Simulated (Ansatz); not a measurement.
# Cd3Hg2Se5: the cost of one run

Program: Ansatz 0.2.0. Level of theory: DFT PBE, scalar-relativistic, plane waves, PAW. These are calculated values, not measurements.

1 further run of the same task is left out (it didn't finish). Runs told in other sessions of the task aren't counted.

## 1. The starting structure

It takes space group I-4m2 (No. 119, tetragonal). Conventional cell: a = 4.401 Å, b = 4.401 Å, c = 31.083 Å, α = 90.00°, β = 90.00°, γ = 90.00°. Cd (site symmetry 2mm) is surrounded by 4 Se at 2.68 to 2.69 Å. Cd (site symmetry -4m2) is surrounded by 4 Se at 2.69 Å. Hg (site symmetry 2mm) is surrounded by 4 Se at 2.71 Å. Se (site symmetry 2mm) is surrounded by 2 Cd at 2.68 Å and 2 Hg at 2.71 Å. Se (site symmetry 2mm) has 4 Cd at 2.69 Å in its first shell of neighbours. Around Se (site symmetry -4m2) lie 4 Hg at 2.71 Å.

As a file:

```cif
data_structure
_symmetry_space_group_name_H-M 'P 1'
_symmetry_Int_Tables_number 1
_cell_length_a 15.8502
_cell_length_b 15.8502
_cell_length_c 15.8502
_cell_angle_alpha 164.038
_cell_angle_beta 164.038
_cell_angle_gamma 22.647
_cell_volume 301.07
loop_
_atom_site_label
_atom_site_type_symbol
_atom_site_fract_x
_atom_site_fract_y
_atom_site_fract_z
_atom_site_occupancy
Cd1 Cd 0.09906 0.09906 0.00000 1
Cd2 Cd 0.50000 0.50000 0.00000 1
Cd3 Cd 0.90094 0.90094 0.00000 1
Hg1 Hg 0.69931 0.69931 0.00000 1
Hg2 Hg 0.30069 0.30069 0.00000 1
Se1 Se 0.14852 0.64852 0.50000 1
Se2 Se 0.54953 0.04953 0.50000 1
Se3 Se 0.95047 0.45047 0.50000 1
Se4 Se 0.35148 0.85148 0.50000 1
Se5 Se 0.75000 0.25000 0.50000 1
```

The start is the relaxed end of an invented cell (made as: elements ordered on the sites of the HgSe type, Cd/Hg on Hg (I-4m2, No. 119)), taken up again for a closer look.

## 2. A first look at the guess

input.yaml reads:

```yaml
crystal:
  lattice:
    - [-2.2006752, 2.2006752, 15.5416716]
    - [2.2006752, -2.2006752, 15.5416716]
    - [2.2006752, 2.2006752, -15.5416716]
  atoms:
    - { symbol: Cd, position: [0.099062, 0.099062, 0.0] }
    - { symbol: Cd, position: [0.5, 0.5, 0.0] }
    - { symbol: Cd, position: [0.900938, 0.900938, 0.0] }
    - { symbol: Hg, position: [0.69931, 0.69931, 0.0] }
    - { symbol: Hg, position: [0.30069, 0.30069, 0.0] }
    - { symbol: Se, position: [0.148521, 0.648521, 0.5] }
    - { symbol: Se, position: [0.54953, 0.04953, 0.5] }
    - { symbol: Se, position: [0.95047, 0.45047, 0.5] }
    - { symbol: Se, position: [0.351479, 0.851479, 0.5] }
    - { symbol: Se, position: [0.75, 0.25, 0.5] }
basis:
  ecutwfc: 420
kpoints:
  mp_grid: { grid: [6, 6, 6] }
hamiltonian:
  xc: pbe
scf:
  occupations: { method: gaussian, width: 0.1 }
  lower_state_search: "off"
output:
  forces: true
  stress: true
  eigenvalues: true
```

Started as:

```bash
$ ansatz run input.yaml --threads 4 --pin off --max-ram 8192MiB --backend cpu --events-out ev --progress --plain --runs-dir out
```

**Question.** How long does this run take on 4 threads of Intel Xeon 6975P-C (Granite Rapids), shared host, and how much memory does it need?

About 15 s, with a peak of 1.4 GiB.
